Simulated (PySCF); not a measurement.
# Changing the system itself: CsH

How does CsH answer to another spin, charge, distance or environment?

Computed with PySCF 2.14.0. Level: method and basis as typed in the scripts.

4 further runs of the same task are left out: 4 that didn't finish.

### Step 1. Where the work starts

CsH: 2 atoms, charge 0, spin multiplicity 1.

Bond lengths: Cs1–H2 2.525 Å.

### Step 2. The run that the others are compared with

Contents of input.py:

```python
from pyscf import gto, dft

mol = gto.M(
    atom='Cs 0 0 0; H 0 0 2.525',
    basis='jorge-tzp-dkh',
    charge=0,
    spin=0,
    verbose=4,
)
mf = dft.RKS(mol, xc='lda,vwn')
mf = mf.sfx2c1e()
mf.kernel()
g = mf.nuc_grad_method()
g.grid_response = True
g.kernel()
mf.dip_moment()
print('orbital energies (hartree):', mf.mo_energy[..., max(0, mol.nelec[1]-3):mol.nelec[0]+3].round(4))
```

Command:

```sh
$ python input.py
```

The log of this run is left out.

Base result: E(SCF) = -7775.583021 Eh, 11 cycles, μ = 7.41 D, gradient on the second atom 0.0038 Eh/bohr.

The bond length is a typed value, not an optimised one.

### Step 3. Bond 0.1 Å

Run 1 changes bond length: 2.525 Å → 0.1 Å.

Contents of input.py:

```python
from pyscf import gto, dft

mol = gto.M(
    atom='Cs 0 0 0; H 0 0 0.1',
    basis='jorge-tzp-dkh',
    charge=0,
    spin=0,
    verbose=4,
)
mf = dft.RKS(mol, xc='lda,vwn')
mf = mf.sfx2c1e()
mf.kernel()
g = mf.nuc_grad_method()
g.grid_response = True
g.kernel()
mf.dip_moment()
print('orbital energies (hartree):', mf.mo_energy[..., max(0, mol.nelec[1]-3):mol.nelec[0]+3].round(4))
```

Command:

```sh
$ python input.py
```

### Step 4. Electric field 0.005 a.u.

Run 2 changes electric field: none → 0.005 a.u.; step after the SCF: gradient → analyze.

Contents of input.py:

```python
from pyscf import gto, dft

mol = gto.M(
    atom='Cs 0 0 0; H 0 0 2.525',
    basis='jorge-tzp-dkh',
    charge=0,
    spin=0,
    verbose=4,
)
mf = dft.RKS(mol, xc='lda,vwn')
mf = mf.sfx2c1e()
field = 0.005  # electric field along z, atomic units
h = mf.get_hcore() + field*mol.intor('int1e_r')[2]
mf.get_hcore = lambda *args: h
e_nuc = mol.energy_nuc() - field*mol.atom_charges() @ mol.atom_coords()[:, 2]
mf.energy_nuc = lambda *args: e_nuc
mf.kernel()
mf.analyze()
print('orbital energies (hartree):', mf.mo_energy[..., max(0, mol.nelec[1]-3):mol.nelec[0]+3].round(4))
```

### Step 5. Bond 2.348 Å

Run 3 changes bond length: 2.525 Å → 2.348 Å.

Changes to input.py since step 2:

```diff
@@ -3,3 +3,3 @@
 mol = gto.M(
-    atom='Cs 0 0 0; H 0 0 2.525',
+    atom='Cs 0 0 0; H 0 0 2.348',
     basis='jorge-tzp-dkh',
```

### Step 6. Charge -1 (doublet, UKS)

Run 4 changes charge: 0 → -1; spin (2S): 0 → 1; SCF type: RKS → UKS.

Contents of input.py:

```python
from pyscf import gto, dft

mol = gto.M(
    atom='Cs 0 0 0; H 0 0 2.525',
    basis='jorge-tzp-dkh',
    charge=-1,
    spin=1,
    verbose=4,
)
mf = dft.UKS(mol, xc='lda,vwn')
mf = mf.sfx2c1e()
mf.kernel()
g = mf.nuc_grad_method()
g.grid_response = True
g.kernel()
mf.dip_moment()
print('orbital energies (hartree):', [e[max(0, n-3):n+3].round(4) for e, n in zip(mf.mo_energy, mol.nelec)])
```

### Step 7. Electric field 0.2 a.u.

Run 5 changes electric field: none → 0.2 a.u.; step after the SCF: gradient → analyze.

Contents of input.py:

```python
from pyscf import gto, dft

mol = gto.M(
    atom='Cs 0 0 0; H 0 0 2.525',
    basis='jorge-tzp-dkh',
    charge=0,
    spin=0,
    verbose=4,
)
mf = dft.RKS(mol, xc='lda,vwn')
mf = mf.sfx2c1e()
field = 0.2  # electric field along z, atomic units
h = mf.get_hcore() + field*mol.intor('int1e_r')[2]
mf.get_hcore = lambda *args: h
e_nuc = mol.energy_nuc() - field*mol.atom_charges() @ mol.atom_coords()[:, 2]
mf.energy_nuc = lambda *args: e_nuc
mf.kernel()
mf.analyze()
print('orbital energies (hartree):', mf.mo_energy[..., max(0, mol.nelec[1]-3):mol.nelec[0]+3].round(4))
```

### Step 8. Charge +1 (doublet, UKS)

Run 6 changes charge: 0 → 1; spin (2S): 0 → 1; SCF type: RKS → UKS.

Contents of input.py:

```python
from pyscf import gto, dft

mol = gto.M(
    atom='Cs 0 0 0; H 0 0 2.525',
    basis='jorge-tzp-dkh',
    charge=1,
    spin=1,
    verbose=4,
)
mf = dft.UKS(mol, xc='lda,vwn')
mf = mf.sfx2c1e()
mf.kernel()
g = mf.nuc_grad_method()
g.grid_response = True
g.kernel()
mf.dip_moment()
print('orbital energies (hartree):', [e[max(0, n-3):n+3].round(4) for e, n in zip(mf.mo_energy, mol.nelec)])
```

What does the calculation give? Wanted: for each run, E(SCF); from base; gap, α spin; SCF dipole.

**Answer**, as computed:

| run | E(SCF) (hartree) | from base (eV) | cycles | gap, α spin (eV) | SCF dipole (D) |
| --- | --- | --- | --- | --- | --- |
| base | -7775.583021 | 0 | 11 | 1.81 | 7.41 |
| bond 0.1 Å (poor choice) | -7638.332674 | +3734.7722 | 8 | 3.32 | 0.42 |
| electric field 0.005 a.u. | -7775.569516 | +0.3675 | 12 | 1.57 | 6.30 |
| bond 2.348 Å | -7775.582385 | +0.0173 | 10 | 1.88 | 6.92 |
| charge -1 (doublet, UKS) | -7775.582192 | +0.0226 | 12 | 1.60 | n/a |
| electric field 0.2 a.u. (poor choice) | -7776.531229 | not comparable | 8 | 5.29 | 21.84 |
| charge +1 (doublet, UKS) | -7775.364447 | +5.9477 | 8 | 7.36 | n/a |

What this shows: The largest comparable shift of the SCF energy, +3734.772 eV, comes with the run “bond 0.1 Å”. At the SCF level, adding an electron (to the doublet) costs 0.02 eV at fixed geometry; correlation, diffuse functions and relaxation can still bind it. At the SCF level, going to the doublet with one electron fewer costs 5.95 eV at fixed geometry, against 3.03 eV for the negative of the highest filled level. With bond 0.1 Å the frontier gap moves by over 1.5 eV, which can mean another electronic state rather than the bond length alone. Rows marked «poor choice» come from settings spoiled on purpose.
